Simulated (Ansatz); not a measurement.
# EuMnBi2: the cost of one run

Computed with Ansatz 0.2.0 (DFT PBE+U (U_eff = 6 eV on Eu 4f), scalar-relativistic, plane waves, PAW, unless a step's input says otherwise).

### 1 The system as given

It takes space group I4/mmm (No. 139, tetragonal). Conventional cell: a = 4.512 Å, b = 4.512 Å, c = 22.614 Å, α = 90.00°, β = 90.00°, γ = 90.00°. Eu (site symmetry 4mm) is surrounded by 8 Bi at 3.43 to 3.46 Å and 4 Mn at 3.81 Å. Mn (site symmetry -4m2) has 4 Bi at 2.84 Å and 4 Mn at 3.19 Å as nearest neighbours. Bi (site symmetry 4mm) is surrounded by 4 Mn at 2.84 Å. Bi (site symmetry mmm) is surrounded by 4 Bi at 3.19 Å and 4 Eu at 3.43 Å.

Coordinates:

```cif
data_structure
_symmetry_space_group_name_H-M 'P 1'
_symmetry_Int_Tables_number 1
_cell_length_a 11.7485
_cell_length_b 11.7485
_cell_length_c 11.7485
_cell_angle_alpha 157.858
_cell_angle_beta 157.858
_cell_angle_gamma 31.515
_cell_volume 230.19
loop_
_atom_site_label
_atom_site_type_symbol
_atom_site_fract_x
_atom_site_fract_y
_atom_site_fract_z
_atom_site_occupancy
Eu1 Eu 0.11430 0.11430 0.00000 1
Eu2 Eu 0.88570 0.88570 0.00000 1
Mn1 Mn 0.75000 0.25000 0.50000 1
Mn2 Mn 0.25000 0.75000 0.50000 1
Bi1 Bi 0.32650 0.32650 0.00000 1
Bi2 Bi 0.67350 0.67350 0.00000 1
Bi3 Bi 0.50000 0.00000 0.50000 1
Bi4 Bi 0.00000 0.50000 0.50000 1
```

The moments start at Eu 7.00; Mn 3.50 μB.

### 2 First run, at the start cell

Input file input.yaml:

```yaml
crystal:
  lattice:
    - [-2.256, 2.256, 11.307]
    - [2.256, -2.256, 11.307]
    - [2.256, 2.256, -11.307]
  atoms:
    - { symbol: Eu, position: [0.1143, 0.1143, 0.0], spin: 7.0 }
    - { symbol: Eu, position: [0.8857, 0.8857, 0.0], spin: 7.0 }
    - { symbol: Mn, position: [0.75, 0.25, 0.5], spin: 3.5 }
    - { symbol: Mn, position: [0.25, 0.75, 0.5], spin: 3.5 }
    - { symbol: Bi, position: [0.3265, 0.3265, 0.0] }
    - { symbol: Bi, position: [0.6735, 0.6735, 0.0] }
    - { symbol: Bi, position: [0.5, 0.0, 0.5] }
    - { symbol: Bi, position: [0.0, 0.5, 0.5] }
basis:
  ecutwfc: 420
  ecutrho_ratio: 4
kpoints:
  mp_grid: { grid: [4, 4, 4] }
hamiltonian:
  xc: pbe
  hubbard: { sites: [{ species: Eu, l: f, u_eff: 6.0 }] }
scf:
  occupations: { method: gaussian, width: 0.05 }
output:
  forces: true
  stress: true
  eigenvalues: true
  populations: true
  hubbard: { sites: [{ species: Eu, l: f }] }
magnetization:
  spin_polarized: true
```

On the command line:

```
$ ansatz run input.yaml --threads 8 --pin off --max-ram 22528MiB --backend cpu --events-out ev --progress --plain --runs-dir out
```

What time and memory should one allow on 8 threads of Arm Neoverse N1, shared host?

About 48 s, with a peak of 1.5 GiB.
